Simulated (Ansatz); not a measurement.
Crystal: FeAu.

```
CELL_PARAMETERS angstrom
1.41175 0.81507 4.46945
-1.41175 0.81507 4.46945
0.00000 -1.63015 4.46945
ATOMIC_POSITIONS crystal
Au 0.00000 0.00000 0.00000
Fe 0.50000 0.50000 0.50000
```

The cell comes from a database or a generator and needn't be the stable form of this composition.

| Item | Value |
| --- | --- |
| Program | Ansatz 0.2.0 |
| Task | relaxation of cell and atoms |
| Functional | revPBE |
| Potentials or basis | Ansatz PAW |
| Cutoff | 420 eV (not typed: the program's choice for these potentials) |
| k mesh | 11 × 11 × 11 |
| Occupations | fermi-dirac, width 0.05 eV |
| Spin | collinear spin, ferromagnetic start |
| Starting moments | [0.0, 3.0] μB |

At the start: volume 15.43 Å³/atom.

Task: Where does the relaxation end?

Result: It ends after 6 steps and the volume is 15.67 Å³/atom (+1.6 %); space group R-3m (No. 166, to 0.05 Å); moment 2.96 μB per cell.

The path:
| step | energy change (eV) | largest force (eV/Å) | volume (Å³) |
| --- | --- | --- | --- |
| 1 | 0.0000 | 0.0000 | 30.86 |
| 2 | -0.0036 | 0.0000 | 31.58 |
| 3 | -0.0046 | 0.0000 | 31.37 |
| 4 | -0.0047 | 0.0000 | 31.34 |
| 5 | -0.0047 | 0.0000 | 31.35 |
| 6 | -0.0050 | 0.0000 | 31.35 |

Final structure:
```
Au Fe
1.0
     1.41221    0.81534    4.53758
    -1.41221    0.81534    4.53758
     0.00000   -1.63068    4.53758
Au Fe
1 1
Direct
  0.00000 0.00000 0.00000
  0.50000 0.50000 0.50000
```

Caveat: the plane-wave basis is chosen anew once the cell has moved, so the energies of steps on either side of that aren't comparable; the PAW data sets come from PBE, with cores solved anew for the run's functional, which leaves a small shift of forces and pressure.
